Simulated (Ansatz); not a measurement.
What does this script print? It uses the Python package of Ansatz (0.2.0).

Contents of `cbrcl2.xyz`:
```text
4

Cl    0.09160    0.64850    1.59290
C     0.00570   -0.02280    0.01930
Cl    0.85290   -1.46420   -0.28990
Br   -0.89470    0.77820   -1.34260
```

The script, `scan.py`:
```python
"""Potential curve of CBrCl2 along one bond."""

import ansatz as az
import numpy as np

BASIS_SET = "def2-SVP"
XC = "pbe0"


def main() -> None:
    system = az.Crystal.molecule_from_extxyz("cbrcl2.xyz")

    symbols = [site.symbol for site in system.cartesian_sites]
    start = np.array([site.position_ang for site in system.cartesian_sites])
    axis = (start[2] - start[1]) / np.linalg.norm(start[2] - start[1])
    moving = [2]
    lengths, energies = [1.496, 1.564, 1.632, 1.7, 1.768, 1.836, 1.904, 2.006], []
    for length in lengths:
        xyz = start.copy()
        xyz[moving] += (length - np.linalg.norm(start[2] - start[1])) * axis
        point = az.Crystal.molecule()
        for symbol, xyz in zip(symbols, xyz):
            point = point.atom(symbol, xyz.tolist())
        model = point.calculation()
        model = model.basis(gaussian=BASIS_SET).functional(XC)
        model = model.spin("collinear", total=1)
        summary = model.run(threads=1).report
        energies.append(summary["free_energy_ev"])
        print(f"r = {length:6.3f} A  E = {energies[-1]:.5f} eV  <S^2> = {abs(summary['mean_field']['state']['spin_squared']):.3f}")

    # quartic fit about the minimum
    fit = np.polynomial.Polynomial.fit(lengths, np.array(energies) - min(energies), 4).convert()
    roots = [r.real for r in fit.deriv().roots() if abs(r.imag) < 1e-9 and fit.deriv(2)(r.real) > 0]
    r_e = min(roots, key=lambda r: abs(r - lengths[int(np.argmin(energies))]))
    print(f"minimum of the fit at {r_e:.4f} A, force constant {fit.deriv(2)(r_e):.2f} eV/A^2")


if __name__ == "__main__":
    main()
```

`python scan.py` gives:
```text
r =  1.496 A  E = -96091.17987 eV  <S^2> = 0.755
r =  1.564 A  E = -96091.68660 eV  <S^2> = 0.755
r =  1.632 A  E = -96091.94225 eV  <S^2> = 0.756
r =  1.700 A  E = -96092.02029 eV  <S^2> = 0.756
r =  1.768 A  E = -96091.97420 eV  <S^2> = 0.756
r =  1.836 A  E = -96091.84307 eV  <S^2> = 0.757
r =  1.904 A  E = -96091.65538 eV  <S^2> = 0.757
r =  2.006 A  E = -96091.31171 eV  <S^2> = 0.759
minimum of the fit at 1.7039 A, force constant 26.37 eV/A^2
```

Reading the output:
- Total energies depend on the basis set; only differences at equal settings carry meaning.
- The rest of the molecule is held rigid at a force-field or estimated start geometry, and the basis set is modest; single-reference methods fail as a bond breaks.
- The species is open-shell (spin multiplicity 2).
- Spin-orbit coupling of the heavy open-shell atom is left out.
- Hardware and time: 32 s on 1 thread of Arm Neoverse V2, with other jobs on the host, peak memory 0.31 GiB.

(Lines on the test bed's own set-up are left out of the output.)
